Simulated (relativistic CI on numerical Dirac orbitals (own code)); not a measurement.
# Os⁶⁸⁺: one ion under different settings

Aim: see what numerical and physical settings do to the SCF, the total energy and the lowest levels of Os⁶⁸⁺.

Method: Dirac-Coulomb-Breit CI, KLI orbitals optimised for each configuration, model QED (radiative potential, 1s self-energy scaled to tabulated hydrogen-like ionisation energies), numerical settings as typed. Code: relativistic CI on numerical Dirac orbitals (own code) version 3.

## Step 1: The system

| Property | Result |
| --- | --- |
| ion | Os⁶⁸⁺ (Os LXIX) |
| nuclear charge | 76 |
| electrons | 8 |
| isotope | A = 192 |

## Step 2: Usual settings

The run's settings:

```ini
atom Os  Z=76  charge=68  electrons=8
nucleus A=192  rms_radius_fm=5.4126
hamiltonian dirac-coulomb  breit=on  qed=on  c_scale=1
orbitals kli  potential=per-configuration
slater_scale 1
correlation none
mixing on
grid step=0.0125 r_max=2
scf mixing=0.4 start=green max_iterations=150 tolerance=2e-08 node_fill=0.05
configurations
  [He] 2s2 2p4
  [He] 2s 2p5
  [He] 2p6
  [He] 2p5 3s
  [He] 2s2 2p3 3s
end
```

Started as:

```sh
python run_levels.py task.json out
```

The settings of every run stand in task.json; they run in order.

## Step 3: Breit term off, end of the grid 3.0, iteration limit 30

The run's settings:

```ini
atom Os  Z=76  charge=68  electrons=8
nucleus A=192  rms_radius_fm=5.4126
hamiltonian dirac-coulomb  breit=off  qed=on  c_scale=1
orbitals kli  potential=per-configuration
slater_scale 1
correlation none
mixing on
grid step=0.0125 r_max=3
scf mixing=0.4 start=green max_iterations=30 tolerance=2e-08 node_fill=0.05
configurations
  [He] 2s2 2p4
  [He] 2s 2p5
  [He] 2p6
  [He] 2p5 3s
  [He] 2s2 2p3 3s
end
```

## Step 4: QED terms off

The run's settings:

```ini
atom Os  Z=76  charge=68  electrons=8
nucleus A=192  rms_radius_fm=5.4126
hamiltonian dirac-coulomb  breit=on  qed=off  c_scale=1
orbitals kli  potential=per-configuration
slater_scale 1
correlation none
mixing on
grid step=0.0125 r_max=2
scf mixing=0.4 start=green max_iterations=150 tolerance=2e-08 node_fill=0.05
configurations
  [He] 2s2 2p4
  [He] 2s 2p5
  [He] 2p6
  [He] 2p5 3s
  [He] 2s2 2p3 3s
end
```

## Step 5: Grid step 0.04

The run's settings:

```ini
atom Os  Z=76  charge=68  electrons=8
nucleus A=192  rms_radius_fm=5.4126
hamiltonian dirac-coulomb  breit=on  qed=on  c_scale=1
orbitals kli  potential=per-configuration
slater_scale 1
correlation none
mixing on
grid step=0.04 r_max=2
scf mixing=0.4 start=green max_iterations=150 tolerance=2e-08 node_fill=0.05
configurations
  [He] 2s2 2p4
  [He] 2s 2p5
  [He] 2p6
  [He] 2p5 3s
  [He] 2s2 2p3 3s
end
```

## Step 6: Speed-of-light factor 10, nuclear radius 4.8713

The run's settings:

```ini
atom Os  Z=76  charge=68  electrons=8
nucleus A=192  rms_radius_fm=4.8713
hamiltonian dirac-coulomb  breit=on  qed=on  c_scale=10
orbitals kli  potential=per-configuration
slater_scale 1
correlation none
mixing on
grid step=0.0125 r_max=2
scf mixing=0.4 start=green max_iterations=150 tolerance=2e-08 node_fill=0.05
configurations
  [He] 2s2 2p4
  [He] 2s 2p5
  [He] 2p6
  [He] 2p5 3s
  [He] 2s2 2p3 3s
end
```

(Steps that only read results are left out.)

Q: Predict the outcome of this session. Wanted: lowest level, usual settings; total energy; first excitation.

The runs gave:

| setting | total energy less usual (Ha) | largest shift of a level among the lowest eight of both runs, same label and place (cm⁻¹) | SCF iterations | time | lowest level | kind of change |
| --- | --- | --- | --- | --- | --- | --- |
| usual | 0 | 0 | 40 | 0.15 s | 2p4 [2p3/2^2] J=2 | - |
| Breit term off, end of the grid 3.0, iteration limit 30 | -12.2 | 245000 | 40 | 0.16 s | 2p4 [2p3/2^2] J=2 | model term |
| QED terms off | -12 | 150000 | 40 | 0.11 s | 2p4 [2p3/2^2] J=2 | model term |
| grid step 0.04 | 0.000317 | 4.79 | 40 | 0.099 s | 2p4 [2p3/2^2] J=2 | numerical |
| speed-of-light factor 10, nuclear radius 4.8713 | 809 | 2.62e+07 | 40 | 0.17 s | 2p4 3P2 | unphysical constant |

| quantity | value |
| --- | --- |
| lowest level, usual settings | 2p4 [2p3/2^2] J=2 |
| total energy | -10495.1949 Ha |
| first excitation | 511057 cm⁻¹ |

In words: Among the runs whose levels can be followed, they move most under «speed-of-light factor 10, nuclear radius 4.8713» (unphysical constant), by up to 2.62e+07 cm⁻¹. Only the listed configurations are in the model.
